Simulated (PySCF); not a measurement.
**RuO(OH)₂: structure of the triplet**

Aim: relax RuO(OH)₂ as a triplet from a trigonal planar start, check by its vibrations whether the end is a minimum, and collect its spectrum and constants.

The runs use PySCF 2.14.0; PBE0, basis Ru def2-TZVP with ECP28, O def2-TZVP, H def2-TZVP, scalar-relativistic core potentials, no spin–orbit coupling, density fitting.

**1. Starting geometry**

6 atoms, charge 0, spin multiplicity 3.

Bond lengths: Ru1–O2 1.710 Å, Ru1–O3 1.880 Å, Ru1–O4 1.880 Å, O3–H5 0.960 Å, O4–H6 0.960 Å. Angles: O2–Ru1–O3 120.0°, O2–Ru1–O4 120.0°, O3–Ru1–O4 120.0°, Ru1–O3–H5 130.0°, Ru1–O4–H6 130.0°.

Z-matrix (Å, degrees; charge 0 multiplicity 3):
```
Ru
O  1 1.7100
O  1 1.8800 2 120.00
O  1 1.8800 2 120.00 3 180.00
H  3 0.9600 1 130.00 2 0.00
H  4 0.9600 1 130.00 2 180.00
```

**2. The SCF at the typed geometry**

The steps below are one call of a driver around PySCF. For each, scf.py gives the equivalent set-up of the SCF; relaxations use the driver's own optimiser. After this first run the driver tries any further starts and a stability analysis.

The input, scf.py:

```python
from pyscf import gto, scf, dft
mol = gto.M(atom='''
Ru     0.000000     0.000000     0.000000
O      1.710000     0.000000     0.000000
O     -0.940000     1.628100     0.000000
O     -0.940000    -1.628100     0.000000
H     -0.611700     2.530200     0.000000
H     -1.885400    -1.794800     0.000000''',
    basis={'Ru': 'def2-TZVP', 'O': 'def2-TZVP', 'H': 'def2-TZVP'},
    ecp={'Ru': 'def2-TZVP'},
    charge=0, spin=2)
mf = dft.UKS(mol, xc='PBE0')
mf.grids.atom_grid = (50, 194)
aux = {'Ru': 'def2-universal-JKFIT', 'O': 'def2-universal-JKFIT', 'H': 'def2-universal-JKFIT'}
mf = mf.density_fit(auxbasis=aux)
mf.conv_tol = 1e-08
mf.diis_space = 10
mf.max_cycle = 60
mf.init_guess = 'minao'
mf.verbose = 4
mf.kernel()
```

Command:

```sh
$ OMP_NUM_THREADS=4 python axn.py task.json out
```

Output:

```text
init E= -313.679069746759
[... the frontier-level lines of each cycle are left out ...]
cycle= 1 E= -321.336085675862  delta_E= -7.66  |g|= 0.784  |ddm|= 3.06
cycle= 2 E= -321.063561190509  delta_E= 0.273  |g|= 1.17  |ddm|= 1.46
cycle= 3 E= -321.427895550872  delta_E= -0.364  |g|= 0.696  |ddm|= 1.08
cycle= 4 E= -321.598237453611  delta_E= -0.17  |g|= 0.0766  |ddm|= 0.312
cycle= 5 E= -321.598191050829  delta_E= 4.64e-05  |g|= 0.0852  |ddm|= 0.0778
cycle= 6 E= -321.60093019549  delta_E= -0.00274  |g|= 0.0145  |ddm|= 0.05
cycle= 7 E= -321.601089924722  delta_E= -0.00016  |g|= 0.00541  |ddm|= 0.0159
cycle= 8 E= -321.60112806142  delta_E= -3.81e-05  |g|= 0.00285  |ddm|= 0.00904
cycle= 9 E= -321.601137221312  delta_E= -9.16e-06  |g|= 0.00238  |ddm|= 0.00436
cycle= 10 E= -321.601143395766  delta_E= -6.17e-06  |g|= 0.000842  |ddm|= 0.0036
cycle= 11 E= -321.601145460903  delta_E= -2.07e-06  |g|= 0.000373  |ddm|= 0.00255
cycle= 12 E= -321.601146336898  delta_E= -8.76e-07  |g|= 0.00018  |ddm|= 0.00213
cycle= 13 E= -321.601146584171  delta_E= -2.47e-07  |g|= 8.47e-05  |ddm|= 0.00134
cycle= 14 E= -321.601146647539  delta_E= -6.34e-08  |g|= 4.03e-05  |ddm|= 0.000787
cycle= 15 E= -321.60114666026  delta_E= -1.27e-08  |g|= 2.72e-05  |ddm|= 0.000318
cycle= 16 E= -321.601146664661  delta_E= -4.4e-09  |g|= 2.03e-05  |ddm|= 0.000191
Extra cycle  E= -321.601146664397  delta_E= 2.64e-10  |g|= 5.89e-05  |ddm|= 6.05e-05
converged SCF energy = -321.601146664397  <S^2> = 2.0147837  2S+1 = 3.0098396
```

This step, with its further starts and checks, took 42 s on 4 threads of Arm Neoverse N1, shared host.

Energies from each starting density:

| start | energy (Eh) |
| --- | --- |
| the minimal-basis guess | -321.601147 |
| a thermally smeared density | -321.601147 |
| a smeared PBE density | -321.601147 |

No lower solution of this spin turned up from the other starts or in the test of internal stability.

**3. Relaxation: trigonal planar start, triplet**

The program finds Cs symmetry in the start, which this walk keeps. Threshold on the gradient: 0.0003 Eh/bohr, with a further test on the energy change.

scf.py: that of step 2 with these lines changed.

```diff
@@ -3,6 +3,6 @@
-Ru     0.000000     0.000000     0.000000
-O      1.710000     0.000000     0.000000
-O     -0.940000     1.628100     0.000000
-O     -0.940000    -1.628100     0.000000
-H     -0.611700     2.530200     0.000000
-H     -1.885400    -1.794800     0.000000''',
+Ru     0.034467    -0.004879     0.000000
+O      1.744467    -0.004879     0.000000
+O     -0.905533     1.623221     0.000000
+O     -0.905533    -1.632979     0.000000
+H     -0.577233     2.525321     0.000000
+H     -1.850933    -1.799679     0.000000''',
@@ -19 +18,0 @@
-mf.init_guess = 'minao'
```

The optimiser's trace:

| step | energy (Eh) | change (kJ/mol) | largest symmetric gradient (Eh/bohr) |
| --- | --- | --- | --- |
| 0 | -321.601147 | 0.00 | 0.06036 |
| 1 | -321.605966 | -12.65 | 0.02682 |
| 2 | -321.606725 | -14.65 | 0.00283 |
| 3 | -321.606926 | -15.17 | 0.00282 |
| 4 | -321.607129 | -15.71 | 0.00140 |
| 5 | -321.607169 | -15.81 | 0.00109 |
| 6 | -321.607209 | -15.92 | 0.00050 |
| 7 | -321.607212 | -15.92 | 0.00023 |

The walk took 43 s.

End point (Cs, 7 steps, 15.9 kJ/mol gained): O–H 0.961 Å (×2), Ru–O 1.646 Å, Ru–O 1.853 Å, Ru–O 1.859 Å; H–O–Ru 121.9°, H–O–Ru 122.3°, O–Ru–O 116.8°, O–Ru–O 121.3°, O–Ru–O 122.0°.

**4. Is it a minimum? Harmonic modes**

The point is checked on the finer grid, and tightened if its gradient asks for it. The Hessian and the dipole derivatives come from central differences of analytic gradients, with steps of 0.02 bohr.

scf.py: that of step 3 with these lines changed.

```diff
@@ -3,6 +3,6 @@
-Ru     0.034467    -0.004879     0.000000
-O      1.744467    -0.004879     0.000000
-O     -0.905533     1.623221     0.000000
-O     -0.905533    -1.632979     0.000000
-H     -0.577233     2.525321     0.000000
-H     -1.850933    -1.799679     0.000000''',
+Ru     0.033273     0.002307     0.000000
+O      1.679493    -0.011627     0.000000
+O     -0.921509     1.598006     0.000000
+O     -0.817191    -1.643685     0.000000
+H     -0.485494     2.454484     0.000000
+H     -1.775682    -1.723138     0.000000''',
@@ -13 +13 @@
-mf.grids.atom_grid = (50, 194)
+mf.grids.atom_grid = (75, 302)
@@ -16 +16 @@
-mf.conv_tol = 1e-08
+mf.conv_tol = 1e-10
```

The driver hands on the density of the step before, so the log starts near convergence.

Log of the central SCF (cycles and frontier levels):

```text
init E= -321.607221694546
[... the frontier-level lines of each cycle are left out ...]
cycle= 1 E= -321.60722169452  delta_E= 2.54e-11  |g|= 9.5e-06  |ddm|= 7.11e-06
Extra cycle  E= -321.60722169438  delta_E= 1.4e-10  |g|= 2.17e-05  |ddm|= 1.59e-05
converged SCF energy = -321.60722169438  <S^2> = 2.0116025  2S+1 = 3.0077251
```

The whole step took 4.9 min.

Geometry: Cs; O–H 0.961 Å (×2), Ru–O 1.646 Å, Ru–O 1.853 Å, Ru–O 1.860 Å; H–O–Ru 122.1° (×2), O–Ru–O 116.8°, O–Ru–O 121.4°, O–Ru–O 121.8°.

Modes, for the most abundant isotopes:

```tsv
symmetry	ω (cm⁻¹)	IR (km/mol)	μ (u)
a''	432i	15.7	1.14
a''	399i	194	1.07
a''	145	5.3	12.94
a'	158	10.0	5.25
a'	257	2.7	8.78
a'	597	173	1.43
a'	614	177	1.52
a'	683	40.8	3.43
a'	723	66.4	3.72
a'	1049	129	17.82
a'	3874	244	1.07
a'	3889	178	1.07
```

μ is the mass of the mode for normalised Cartesian displacements, not the reduced mass of the usual diatomic formula.

With 2 modes imaginary (up to 432i cm⁻¹) this point is a saddle.

Constants and moments:

- Dipole moment: 2.29 D
- Highest occupied level: -6.93 eV
- Lowest empty level: -3.13 eV
- Rotational constants: 0.2313, 0.181, 0.1015 cm⁻¹
- Zero-point energy (real modes): 71.7 kJ/mol
- Principal polarisabilities: 34.0, 50.4, 53.3 bohr³
- Atomisation energy without zero-point energy: 1982 kJ/mol
- Principal traceless quadrupole moments about the centre of mass: -5.47, -3.15, 8.62 D Å
- Spin squared ⟨S²⟩: 2.012

Charges (e) and bond orders:

| atom | Mulliken | Löwdin | polar tensor | spin (Mulliken) | Mayer order to Ru1 |
| --- | --- | --- | --- | --- | --- |
| Ru1 | 1.28 | 0.58 | 1.54 | 1.51 | – |
| O2 | -0.52 | -0.25 | -0.60 | 0.25 | 1.83 |
| O3 | -0.74 | -0.34 | -0.81 | 0.12 | 0.89 |
| O4 | -0.72 | -0.33 | -0.78 | 0.13 | 0.91 |
| H5 | 0.35 | 0.17 | 0.33 | 0.00 | 0.02 |
| H6 | 0.35 | 0.17 | 0.32 | 0.00 | 0.01 |

Outer orbital energies (eV). α occupied: -11.90, -11.77, -11.04, -10.53, -9.95, -7.72, -7.48, -6.98; empty: -2.63, -2.44, -0.18, 0.66. β occupied: -12.59, -11.56, -10.90, -10.90, -10.33, -9.90, -9.44, -6.93; empty: -3.13, -2.45, -2.00, -1.84.

Mulliken populations on Ru1 (outside its core potential): s 2.44, p 6.16, d 6.09, f 0.03.

**5. Leaving the saddle point**

The start is the last point, displaced along its most imaginary mode.

The program finds C1 symmetry in the start. The walk stops when the largest gradient is under 0.0003 Eh/bohr and the energy has settled too.

scf.py: that of step 4 with these lines changed.

```diff
@@ -3,6 +3,6 @@
-Ru     0.033273     0.002307     0.000000
-O      1.679493    -0.011627     0.000000
-O     -0.921509     1.598006     0.000000
-O     -0.817191    -1.643685     0.000000
-H     -0.485494     2.454484     0.000000
-H     -1.775682    -1.723138     0.000000''',
+Ru     0.032188     0.001941     0.001061
+O      1.678408    -0.011992    -0.005665
+O     -0.922594     1.597640    -0.010262
+O     -0.818276    -1.644051     0.006632
+H     -0.486578     2.454118     0.120000
+H     -1.776766    -1.723504    -0.079754''',
@@ -13 +13 @@
-mf.grids.atom_grid = (75, 302)
+mf.grids.atom_grid = (50, 194)
@@ -16 +16 @@
-mf.conv_tol = 1e-10
+mf.conv_tol = 1e-08
```

Steps of the walk (not every step is listed):

| step | energy (Eh) | change (kJ/mol) | largest gradient (Eh/bohr) |
| --- | --- | --- | --- |
| 0 | -321.607422 | 0.00 | 0.00773 |
| 1 | -321.607840 | -1.10 | 0.02920 |
| 2 | -321.608653 | -3.23 | 0.04390 |
| 3 | -321.609284 | -4.89 | 0.02086 |
| 4 | -321.611559 | -10.86 | 0.00948 |
| 5 | -321.611899 | -11.75 | 0.02711 |
| 6 | -321.613481 | -15.91 | 0.01513 |
| 7 | -321.614122 | -17.59 | 0.01021 |
| 8 | -321.615648 | -21.60 | 0.01697 |
| 9 | -321.617911 | -27.54 | 0.02026 |
| 10 | -321.620571 | -34.52 | 0.02258 |
| 12 | -321.622460 | -39.48 | 0.00627 |
| 14 | -321.623402 | -41.95 | 0.01000 |
| 16 | -321.623928 | -43.33 | 0.00429 |
| 18 | -321.624111 | -43.82 | 0.00335 |
| 20 | -321.624344 | -44.43 | 0.00396 |
| 22 | -321.624658 | -45.25 | 0.00294 |
| 23 | -321.624730 | -45.44 | 0.00187 |
| 24 | -321.624762 | -45.53 | 0.00164 |
| 25 | -321.624774 | -45.56 | 0.00049 |
| 26 | -321.624781 | -45.58 | 0.00029 |
| 27 | -321.624784 | -45.58 | 0.00017 |
| 28 | -321.624785 | -45.58 | 0.00009 |

The walk took 3.6 min.

It settles in C2 symmetry, 45.6 kJ/mol below the start, after 28 steps: O–H 0.963 Å (×2), Ru–O 1.659 Å, Ru–O 1.857 Å (×2); H–O–Ru 116.8° (×2), O–Ru–O 119.2°, O–Ru–O 120.4° (×2).

**6. Frequencies**

The same treatment as at the point before.

scf.py: that of step 5 with these lines changed.

```diff
@@ -3,6 +3,6 @@
-Ru     0.032188     0.001941     0.001061
-O      1.678408    -0.011992    -0.005665
-O     -0.922594     1.597640    -0.010262
-O     -0.818276    -1.644051     0.006632
-H     -0.486578     2.454118     0.120000
-H     -1.776766    -1.723504    -0.079754''',
+Ru     0.037479    -0.005649    -0.004294
+O      1.667436    -0.251327    -0.191051
+O     -0.693315     1.682079    -0.263548
+O     -1.076546    -1.415314     0.466334
+H     -0.785838     2.240449     0.515738
+H     -1.497559    -1.896281    -0.254112''',
@@ -13 +13 @@
-mf.grids.atom_grid = (50, 194)
+mf.grids.atom_grid = (75, 302)
@@ -16 +16 @@
-mf.conv_tol = 1e-08
+mf.conv_tol = 1e-10
```

Log of the central SCF (cycles and frontier levels):

```text
init E= -321.62477577931
[... the frontier-level lines of each cycle are left out ...]
cycle= 1 E= -321.624775779298  delta_E= 1.21e-11  |g|= 5.71e-06  |ddm|= 3.83e-06
Extra cycle  E= -321.624775779199  delta_E= 9.89e-11  |g|= 1.75e-05  |ddm|= 1.08e-05
converged SCF energy = -321.624775779199  <S^2> = 2.0069584  2S+1 = 3.0046354
```

The whole step took 3.9 min on 4 threads of Arm Neoverse N1, shared host.

Geometry: C2; O–H 0.963 Å (×2), Ru–O 1.659 Å, Ru–O 1.857 Å (×2); H–O–Ru 116.9° (×2), O–Ru–O 119.3°, O–Ru–O 120.4° (×2).

Harmonic modes (main isotopes):

```json
{"symmetry": "a", "ω (cm⁻¹)": "189", "IR (km/mol)": "0.0", "μ (u)": "6.68"}
{"symmetry": "b", "ω (cm⁻¹)": "212", "IR (km/mol)": "9.6", "μ (u)": "8.07"}
{"symmetry": "b", "ω (cm⁻¹)": "242", "IR (km/mol)": "2.2", "μ (u)": "12.28"}
{"symmetry": "a", "ω (cm⁻¹)": "471", "IR (km/mol)": "172", "μ (u)": "1.12"}
{"symmetry": "b", "ω (cm⁻¹)": "504", "IR (km/mol)": "64.9", "μ (u)": "1.12"}
{"symmetry": "a", "ω (cm⁻¹)": "674", "IR (km/mol)": "83.0", "μ (u)": "14.24"}
{"symmetry": "b", "ω (cm⁻¹)": "708", "IR (km/mol)": "211", "μ (u)": "15.88"}
{"symmetry": "a", "ω (cm⁻¹)": "824", "IR (km/mol)": "23.3", "μ (u)": "1.07"}
{"symmetry": "b", "ω (cm⁻¹)": "877", "IR (km/mol)": "106", "μ (u)": "1.12"}
{"symmetry": "a", "ω (cm⁻¹)": "1018", "IR (km/mol)": "142", "μ (u)": "17.74"}
{"symmetry": "b", "ω (cm⁻¹)": "3830", "IR (km/mol)": "164", "μ (u)": "1.07"}
{"symmetry": "a", "ω (cm⁻¹)": "3832", "IR (km/mol)": "34.5", "μ (u)": "1.07"}
```

μ is the mass of the mode for normalised Cartesian displacements, not the reduced mass of the usual diatomic formula.

Every mode is real; the point is a minimum.

Properties at this point:

```yaml
Dipole_moment: 1.79 D
Highest_occupied_level: -7.29 eV
Lowest_empty_level: -3.68 eV
Rotational_constants: 0.2211, 0.1846, 0.1022 cm⁻¹
Zero-point_energy: 80.0 kJ/mol
Principal_polarisabilities: 31.1, 50.2, 51.5 bohr³
Atomisation_energy_without_zero-point_energy: 2028 kJ/mol
Principal_traceless_quadrupole_moments_about_the_centre_of_mass: -6.92, -5.66, 12.58 D Å
Entropy_at_298.15_K_and_1_bar_electronic_part_spin_only: 317.0 J/(mol K)
Heat_capacity_Cp_at_298.15_K: 80.1 J/(mol K)
Enthalpy_at_298.15_K_above_0_K: 16.44 kJ/mol
Rotational_symmetry_number: 2
Spin_squared_⟨S²⟩: 2.007
```

Populations by atom (charges in e):

```json
{"atom": "Ru1", "Mulliken": "1.30", "Löwdin": "0.62", "polar tensor": "1.60", "spin (Mulliken)": "1.58", "Mayer order to Ru1": "–"}
{"atom": "O2", "Mulliken": "-0.55", "Löwdin": "-0.27", "polar tensor": "-0.63", "spin (Mulliken)": "0.40", "Mayer order to Ru1": "1.79"}
{"atom": "O3,4", "Mulliken": "-0.72", "Löwdin": "-0.34", "polar tensor": "-0.76", "spin (Mulliken)": "0.00", "Mayer order to Ru1": "0.84"}
{"atom": "H5,6", "Mulliken": "0.34", "Löwdin": "0.16", "polar tensor": "0.28", "spin (Mulliken)": "0.01", "Mayer order to Ru1": "0.01"}
```

Mulliken populations on Ru1 (outside its core potential): s 2.33, p 6.20, d 6.14, f 0.03.

**7. All stationary points**

| spin | group | bonds | imaginary modes (cm⁻¹) | ΔE (kJ/mol) | with zero-point energy |
| --- | --- | --- | --- | --- | --- |
| triplet | C2 | O–H 0.963 Å (×2), Ru–O 1.659 Å, Ru–O 1.857 Å (×2) | none | 0.0 | 0.0 |
| triplet | Cs | O–H 0.961 Å (×2), Ru–O 1.646 Å, Ru–O 1.853 Å, Ru–O 1.860 Å | 432i, 399i | 46.1 | – |

**8. What came out**

| quantity | value |
| --- | --- |
| minimum | triplet, C2 |
| geometry | O–H 0.963 Å (×2), Ru–O 1.659 Å, Ru–O 1.857 Å (×2); H–O–Ru 116.9° (×2), O–Ru–O 119.3°, O–Ru–O 120.4° (×2) |
| wavenumbers (cm⁻¹) | 189 (a), 212 (b), 242 (b), 471 (a), 504 (b), 674 (a), 708 (b), 824 (a), 877 (b), 1018 (a), 3830 (b), 3832 (a) |
| dipole moment | 1.79 D |
| highest occupied, lowest empty level (either spin) | -7.29, -3.68 eV |
| polar-tensor charge of Ru1 | +1.60 e |
| zero-point energy | 80.0 kJ/mol |
| entropy at 298.15 K | 317.0 J/(mol K) |
| atomisation energy (no zero-point energy) | 2028 kJ/mol |
| ⟨S²⟩ | 2.007 |

From Cs at the start the molecule goes to a C2 minimum, after a stop at a second-order saddle point 46.1 kJ/mol higher, from which it was pushed off along an imaginary mode. The strongest infrared band lies at 708 cm⁻¹ (b). Most of the spin sits on Ru1 (Mulliken spin 1.58, against 2 for the whole molecule). Only this shape and spin were tried, so other structures or states may lie lower. Open d and f shells are described by one determinant, and the ground state may have another occupation or spin.

The search up to here took 14 min.
